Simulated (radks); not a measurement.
# The first electron to leave Co²⁺

Aim: remove one electron from each of the outer sub-shells of Co²⁺ ([Ar] 3d7) in turn, let the ion relax, and find the cheapest removal. The parent's configuration is the lowest that an earlier search found at this level.

Program: radks (a radial shooting solver on a logarithmic mesh, Libxc functionals) version 1. Level of theory: scalar-relativistic Kohn-Sham, PBE, spin-polarised, spherical densities, finite nucleus; open shells are filled with parallel spins first. These are calculated values, not measurements, unless marked.

5 further runs of the same task are left out: 5 set aside as unsound or not needed.

## (1) The system

```
element            : cobalt (Z = 27)
charge             : +2
electrons          : 25
configuration      : [Ar] 3d7
nuclear rms radius : 3.7875 fm
```

The outer shells:

Co²⁺
```
[Ar] core
3d [↑↓][↑↓][↑ ][↑ ][↑ ]
```

## (2) The parent, Co²⁺

From an earlier run at this level the parent has E = -1392.275305 hartree and these outer levels (eV):

```tsv
level	occupation	energy (eV)
2p up	3	-789.00
2p down	3	-787.83
3s up	1	-122.84
3s down	1	-119.49
3p up	3	-86.067
3p down	3	-82.782
3d up	5	-28.307
3d down	2	-25.291
```

## (3) Remove 3d: [Ar] 3d6

Input:

```text
Z 27
configuration [Ar] 3d6
relativity scalar-relativistic
functional pbe,pbe
spin polarised
nucleus finite rms 3.7875 fm
c 137.035999084
```

## (4) Remove 3p: [Ne] 3s2 3p5 3d7

Input: that of step 3 with these lines changed.

```diff
@@ -1,3 +1,3 @@
 Z 27
-configuration [Ar] 3d6
+configuration [Ne] 3s2 3p5 3d7
 relativity scalar-relativistic
```

## (5) Remove 3s: [Ne] 3s1 3p6 3d7

Input:

```text
Z 27
configuration [Ne] 3s1 3p6 3d7
relativity scalar-relativistic
functional pbe,pbe
spin polarised
nucleus finite rms 3.7875 fm
c 137.035999084
```

## (6) Remove 2p: [He] 2s2 2p5 3s2 3p6 3d7

Input:

```text
Z 27
configuration [He] 2s2 2p5 3s2 3p6 3d7
relativity scalar-relativistic
functional pbe,pbe
spin polarised
nucleus finite rms 3.7875 fm
c 137.035999084
```

## (7) Ion rearranged (move 3d to 4s after a removal): [Ar] 3d5 4s1

Input:

```text
Z 27
configuration [Ar] 3d5 4s1
relativity scalar-relativistic
functional pbe,pbe
spin polarised
nucleus finite rms 3.7875 fm
c 137.035999084
```

## (8) Ion rearranged (move 3d to 4p after a removal): [Ar] 3d5 4p1

Input: that of step 7 with these lines changed.

```diff
@@ -1,3 +1,3 @@
 Z 27
-configuration [Ar] 3d5 4s1
+configuration [Ar] 3d5 4p1
 relativity scalar-relativistic
```

Q: Predict the outcome of this session. Wanted: for each run, case; final configuration; Δ-SCF; −ε of the level emptied.

The runs gave:

```tsv
case	final configuration	Δ-SCF (eV)	−ε of the level emptied (eV)
remove 3d	[Ar] 3d6	33.622	25.291
ion rearranged (move 3d to 4s after a removal)	[Ar] 3d5 4s1	44.491	-
ion rearranged (move 3d to 4p after a removal)	[Ar] 3d5 4p1	52.713	-
remove 3p	[Ne] 3s2 3p5 3d7	92.037	82.782
remove 3s	[Ne] 3s1 3p6 3d7	128.93	119.49
remove 2p	[He] 2s2 2p5 3s2 3p6 3d7	816.31	787.83
```

In words: Removal from 3d costs least (33.622 eV), ahead of 3p (92.037 eV). 3d is also the highest occupied level of the parent. NIST lists 33.5 eV (semi-empirical), between the same two configurations. Open shells are spherical and high-spin; term and fine-structure splittings are not resolved.
